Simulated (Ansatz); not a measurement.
# CH₅NSn: how energies converge with the basis set

How large a basis does CH₅NSn need? Two functionals are run in growing sets.

Computed with Ansatz 0.2.0, Gaussian basis. Level: one geometry, several basis sets.

The runs, in order: PBE0-D4/def2-SVP; ωB97M-V/def2-SVP; PBE0-D4/def2-QZVPP; ωB97M-V/def2-QZVPP; the functionals' def2-TZVPP values are taken from earlier runs.

1 further run of the same task is left out (for a known fault of the program).

**1. The geometry**

An earlier PBE0-D4 in a triple-zeta def2 set relaxation fixed the geometry. Sn takes the def2 core potential; no spin-orbit term is included.

SMILES `[CH3][Sn][NH2]`, 8 atoms, charge 0, spin multiplicity 1.

Atoms are counted from 1 here; the program's logs count them from 0.

Bond lengths: C1–Sn2 2.193 Å, C1–H4 1.093 Å, C1–H5 1.091 Å, C1–H6 1.094 Å, Sn2–N3 2.015 Å, N3–H7 1.008 Å, N3–H8 1.009 Å. Angles: Sn2–C1–H4 110.2°, Sn2–C1–H5 111.9°, Sn2–C1–H6 109.4°, H4–C1–H5 108.8°, H4–C1–H6 108.1°, H5–C1–H6 108.4°, C1–Sn2–N3 92.8°, Sn2–N3–H7 123.7°, Sn2–N3–H8 124.9°, H7–N3–H8 111.4°.

**2. PBE0-D4 in def2-SVP**

The input, in.yaml:

```yaml
crystal:
  periodic: [false, false, false]
  atoms:
    - {symbol: C, position_ang: [-0.740281, 0.930417, -0.609666]}
    - {symbol: Sn, position_ang: [1.321551, 0.707535, 0.102295]}
    - {symbol: N, position_ang: [0.999382, -1.173010, 0.749372]}
    - {symbol: H, position_ang: [-1.016172, 0.080539, -1.239985]}
    - {symbol: H, position_ang: [-0.877360, 1.850757, -1.179764]}
    - {symbol: H, position_ang: [-1.419788, 0.951739, 0.247915]}
    - {symbol: H, position_ang: [1.702356, -1.738306, 1.198486]}
    - {symbol: H, position_ang: [0.122510, -1.666770, 0.675648]}
basis:
  gaussian: {orbitals: def2-SVP}
hamiltonian: {xc: pbe0, dispersion: d4}
output: {orbitals: {seedname: orbitals}}
```

Command:

```
$ ansatz run in.yaml --threads 2 --pin off --events-out ev --progress --plain --max-ram 32768MiB --backend cpu
```

Further steps of the session: ωB97M-V in def2-SVP; PBE0-D4 in def2-QZVPP; ωB97M-V in def2-QZVPP.

Before running them: what should the planned runs give, taken together? Wanted: PBE0-D4: double and triple zeta above quadruple; ωB97M-V: double and triple zeta above quadruple.

As calculated:

| quantity | value |
| --- | --- |
| PBE0-D4: double and triple zeta above quadruple | 3.64, 0.22 eV |
| ωB97M-V: double and triple zeta above quadruple | 3.82, 0.21 eV |

**Reading.** For PBE0-D4 the step from double to triple zeta gains 3.42 eV and the next only 0.22 eV. These are total energies; as a rule much of such shifts cancels in differences, which this series doesn't test.
